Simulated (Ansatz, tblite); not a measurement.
# Sn26H30 bond sphere (Sn26H30): which spin state is lowest

Aim: set other spin states of Sn26H30 bond sphere (Sn26H30) against its singlet, on many levels of theory.

Method: as each input shows; program: Ansatz 0.2.0, Gaussian basis.

The runs, in order: triplet, at the geometry of the singlet (GFN1-xTB, GFN2-xTB, PBE0-D4/def2-SVP, PBE-D4/def2-SVP); the singlet's energies come from earlier runs.

1 further run of the same task is left out (set aside as unsound or not needed). Runs told in other sessions of the task aren't counted.

**1. The relaxed structure**

The singlet was relaxed beforehand with PBE-D4/def2-SVP.

56 atoms, charge 0, spin multiplicity 1.

Bond lengths: Sn1–Sn14 2.825 Å, Sn1–Sn15 2.828 Å, Sn1–Sn17 2.830 Å, Sn1–H27 1.747 Å, Sn2–Sn14 2.822 Å, Sn2–Sn16 2.821 Å, Sn2–Sn18 2.826 Å, Sn2–H28 1.746 Å, Sn3–Sn14 2.822 Å, Sn3–Sn19 2.822 Å, Sn3–H29 1.738 Å, Sn3–H30 1.739 Å, Sn4–Sn17 2.830 Å, Sn4–Sn19 2.826 Å, Sn4–Sn20 2.825 Å, Sn4–H31 1.746 Å, Sn5–Sn18 2.825 Å, Sn5–Sn19 2.822 Å and more. Angles: Sn14–Sn1–Sn15 110.8°, Sn14–Sn1–Sn17 109.4°, Sn14–Sn1–H27 109.1°, Sn15–Sn1–Sn17 110.2°, Sn15–Sn1–H27 108.8°, Sn17–Sn1–H27 108.4°, Sn14–Sn2–Sn16 110.9°, Sn14–Sn2–Sn18 108.9°, Sn14–Sn2–H28 108.6°, Sn16–Sn2–Sn18 109.6°, Sn16–Sn2–H28 109.9°, Sn18–Sn2–H28 108.9°, Sn14–Sn3–Sn19 109.0°, Sn14–Sn3–H29 110.4°, Sn14–Sn3–H30 110.1°, Sn19–Sn3–H29 109.7°, Sn19–Sn3–H30 110.5°, H29–Sn3–H30 107.1° and more.

Sn takes a core potential in the def2 sets. No spin-orbit coupling is included.

**2. Triplet at the fixed geometry, GFN1-xTB**

Tight binding, by tblite at 300 K electronic temperature and without a spin-polarisation term:

```python
tblite.interface.Calculator('GFN1-xTB', numbers, positions, charge=0, uhf=2).singlepoint()
```

Energy -2231.1243 eV; 0.68 s.

**3. Triplet at the fixed geometry, GFN2-xTB**

Tight binding, by tblite at 300 K electronic temperature and without a spin-polarisation term:

```python
tblite.interface.Calculator('GFN2-xTB', numbers, positions, charge=0, uhf=2).singlepoint()
```

Energy -1923.0589 eV; 1.7 s.

**4. Triplet at the fixed geometry, PBE0-D4/def2-SVP**

The input, in.yaml:

```yaml
crystal:
  periodic: [false, false, false]
  atoms:
    - {symbol: Sn, position_ang: [-2.410701, -2.448950, -0.845557]}
    - {symbol: Sn, position_ang: [-2.465403, 0.784052, -4.076482]}
    - {symbol: Sn, position_ang: [-5.731859, 0.814612, -0.814943]}
    - {symbol: Sn, position_ang: [-2.443698, 0.852890, 2.420646]}
    - {symbol: Sn, position_ang: [-2.434510, 4.098450, -0.808767]}
    - {symbol: Sn, position_ang: [0.815946, -2.428146, -4.109481]}
    - {symbol: Sn, position_ang: [0.807105, -5.734404, -0.816540]}
    - {symbol: Sn, position_ang: [0.841018, -2.412605, 2.461401]}
    - {symbol: Sn, position_ang: [4.067134, -2.481382, -0.776815]}
    - {symbol: Sn, position_ang: [0.822339, 0.818416, -0.820025]}
    - {symbol: Sn, position_ang: [0.798939, 4.086467, 2.451567]}
    - {symbol: Sn, position_ang: [4.108903, 0.807971, 2.427907]}
    - {symbol: Sn, position_ang: [0.823920, 0.828547, 5.730070]}
    - {symbol: Sn, position_ang: [-4.094798, -0.823582, -2.426740]}
    - {symbol: Sn, position_ang: [-0.776439, -4.085666, -2.472116]}
    - {symbol: Sn, position_ang: [-0.829048, -0.807785, -5.733472]}
    - {symbol: Sn, position_ang: [-0.810066, -0.809318, 0.815209]}
    - {symbol: Sn, position_ang: [-0.847239, 2.427585, -2.442936]}
    - {symbol: Sn, position_ang: [-4.092051, 2.462421, 0.784485]}
    - {symbol: Sn, position_ang: [-0.808077, 2.442239, 4.088192]}
    - {symbol: Sn, position_ang: [-0.813410, 5.733330, 0.823623]}
    - {symbol: Sn, position_ang: [2.446744, -0.853154, -2.424450]}
    - {symbol: Sn, position_ang: [2.412522, -4.103080, 0.834672]}
    - {symbol: Sn, position_ang: [2.469918, -0.775199, 4.091813]}
    - {symbol: Sn, position_ang: [5.728426, -0.837835, 0.803247]}
    - {symbol: Sn, position_ang: [2.439058, 2.443228, 0.839700]}
    - {symbol: H, position_ang: [-3.393866, -3.471854, 0.173206]}
    - {symbol: H, position_ang: [-3.493575, 1.798301, -5.056819]}
    - {symbol: H, position_ang: [-6.749902, -0.160739, 0.201482]}
    - {symbol: H, position_ang: [-6.778936, 1.779900, -1.812592]}
    - {symbol: H, position_ang: [-3.453132, -0.167235, 3.415813]}
    - {symbol: H, position_ang: [-3.438927, 5.101125, -1.824875]}
    - {symbol: H, position_ang: [1.828748, -3.428808, -5.119273]}
    - {symbol: H, position_ang: [-0.229600, -6.744871, 0.145677]}
    - {symbol: H, position_ang: [1.812971, -6.788889, -1.765461]}
    - {symbol: H, position_ang: [-0.187510, -3.385840, 3.483845]}
    - {symbol: H, position_ang: [5.044410, -3.513447, -1.790139]}
    - {symbol: H, position_ang: [1.812197, 5.076457, 3.471375]}
    - {symbol: H, position_ang: [5.126346, 1.818092, 3.423672]}
    - {symbol: H, position_ang: [-0.160608, -0.191295, 6.736176]}
    - {symbol: H, position_ang: [1.783908, 1.820043, 6.787775]}
    - {symbol: H, position_ang: [-5.092986, -1.838073, -3.437276]}
    - {symbol: H, position_ang: [-1.799416, -5.073579, -3.484682]}
    - {symbol: H, position_ang: [-1.800827, -1.795514, -6.783691]}
    - {symbol: H, position_ang: [0.149141, 0.209703, -6.747979]}
    - {symbol: H, position_ang: [0.167121, 3.418523, -3.462502]}
    - {symbol: H, position_ang: [-5.084558, 3.477548, 1.799833]}
    - {symbol: H, position_ang: [-1.819748, 3.459462, 5.082792]}
    - {symbol: H, position_ang: [-1.801035, 6.772193, 1.807751]}
    - {symbol: H, position_ang: [0.186248, 6.761743, -0.158178]}
    - {symbol: H, position_ang: [3.483672, 0.158464, -3.399839]}
    - {symbol: H, position_ang: [3.427267, -5.102186, 1.844200]}
    - {symbol: H, position_ang: [3.484743, -1.790189, 5.085109]}
    - {symbol: H, position_ang: [6.793807, -1.799268, 1.784570]}
    - {symbol: H, position_ang: [6.728547, 0.143725, -0.225251]}
    - {symbol: H, position_ang: [3.430850, 3.457403, -0.178923]}
basis:
  gaussian: {orbitals: def2-SVP, fitting: {mean_field: def2-universal-jkfit}}
magnetization: {spin_polarized: true, initial_magnetization: 2}
hamiltonian: {xc: pbe0, dispersion: d4}
scf: {omitted_lower_state_checks: [starts]}
output: {orbitals: {seedname: orbitals}}
```

Started as:

```
ansatz run in.yaml --threads 11 --pin off --events-out ev --progress --plain --max-ram 174080MiB --backend cuda --devices 0, --max-vram 75GiB
```

The log of the run:

```text
Functional definition: PBE0
  name "PBE0"
  cite "Adamo & Barone, J. Chem. Phys. 110, 6158 (1999) doi:10.1063/1.478522"
  cite "Perdew, Burke & Ernzerhof, Phys. Rev. Lett. 77, 3865 (1996) doi:10.1103/PhysRevLett.77.3865"
  parent pbe
  parameter a = 0.25
  parameter kappa = 0.804
  parameter beta = 0.06672455060314922
  exchange = (1 - a)*pbe_x(kappa = kappa, mu = beta*pi^2/3) + a*exact_x
  correlation = pbe_c(beta = beta)
these checks for a lower state are left out or cut short: starts
6208 factors; integrals over basis functions are off by at most 3.3e-1 eV
mean field evaluation 1: about -152122.5443 eV, gradient 2.1e1 eV
mean field evaluation 2: about -152121.6455 eV, gradient 2.3e1 eV
mean field evaluation 4: about -152125.2095 eV, gradient 3.3e0 eV
mean field evaluation 8: about -152125.2816 eV, gradient 4.0e-1 eV
mean field evaluation 16: about -152125.2839 eV, gradient 1.8e-2 eV
mean field evaluation 32: about -152125.4709 eV, gradient 4.6e-2 eV
mean field -152125.47098014 eV, -5590.5079441725 hartree, gradient 8.0e-6 eV, S^2 2.006183; 0 other end points of the search recorded, 0 dependent functions left out
reference -152125.47108989 eV, -5590.5079482056 hartree; 302, 300 occupied and 524, 526 virtual orbitals, 6208 factors
Total energy: -152129.95223272 eV, -5590.6726271672 hartree
Checks for a lower state left out: starts
```

Run time: 67 s. Hardware: 1 × H100 with 11 threads of AMD EPYC 7R13, shared host; peak host memory 1.7 GiB.

Report: HOMO -3.27 eV, LUMO -5.56 eV (over both spins; with the spin held, an empty level of the minority spin lies below the top filled one); ⟨S²⟩ 2.006 (pure: 2.00).

**5. Triplet at the fixed geometry, PBE-D4/def2-SVP**

start.molden holds the orbitals of an earlier run on this state, given as this run's starting guess.

in.yaml, as its differences from that of step 4:

```diff
@@ -60,5 +60,5 @@
 basis:
-  gaussian: {orbitals: def2-SVP, fitting: {mean_field: def2-universal-jkfit}}
+  gaussian: {orbitals: def2-SVP, fitting: {mean_field: def2-universal-jkfit}, initial_orbitals: start.molden}
 magnetization: {spin_polarized: true, initial_magnetization: 2}
-hamiltonian: {xc: pbe0, dispersion: d4}
+hamiltonian: {xc: pbe, dispersion: d4}
 scf: {omitted_lower_state_checks: [starts]}
```

The command is unchanged.

The log of the run, cut to the lines that bear on the results:

```text
Functional definition: PBE
  name "PBE"
  cite "Perdew, Burke & Ernzerhof, Phys. Rev. Lett. 77, 3865 (1996) doi:10.1103/PhysRevLett.77.3865"
  parent pbe
[...]
6208 factors; integrals over basis functions are off by at most 3.3e-1 eV
[...]
mean field -152117.46409387 eV, -5590.2136965293 hartree, gradient 2.7e-6 eV, S^2 2.001508; 0 other end points of the search recorded, 0 dependent functions left out
reference -152117.46424027 eV, -5590.2137019093 hartree; 302, 300 occupied and 524, 526 virtual orbitals, 6208 factors
Total energy: -152122.25755974 eV, -5590.3898531508 hartree
Checks for a lower state left out: starts
```

It took 30 s on 1 × H100 with 11 threads of AMD EPYC 7R13, shared host; peak host memory 1.7 GiB.

From the report: HOMO -3.04 eV, LUMO -5.70 eV (over both spins; with the spin held, an empty level of the minority spin lies below the top filled one); ⟨S²⟩ 2.002 (pure: 2.00).

**6. Triplet less singlet, vertical**

The singlet's energies are those of its earlier runs, whose logs aren't repeated here.

```csv
level,"triplet less singlet, vertical (kcal/mol)",time
GFN1-xTB,+23.6,1.2 s
GFN2-xTB,+13.0,3 s
PBE-D4/def2-SVP,+62.2,37 s
PBE0-D4/def2-SVP,+76.7,80 s
```

Times add the two runs; a level without a time comes out of a correlated run. Tight binding without a spin term can't rank spin states.

**7. Results**

| quantity | value |
| --- | --- |
| triplet less singlet, vertical, functionals in def2-SVP | +62.2 (PBE-D4) to +76.7 kcal/mol (PBE0-D4) |

In words: All functionals put the triplet above the singlet, over a spread of 14.5 kcal/mol. The checks for a lower triplet were left out, so another state of that spin may lie lower. These are electronic energies, without zero-point motion, entropy or surroundings.
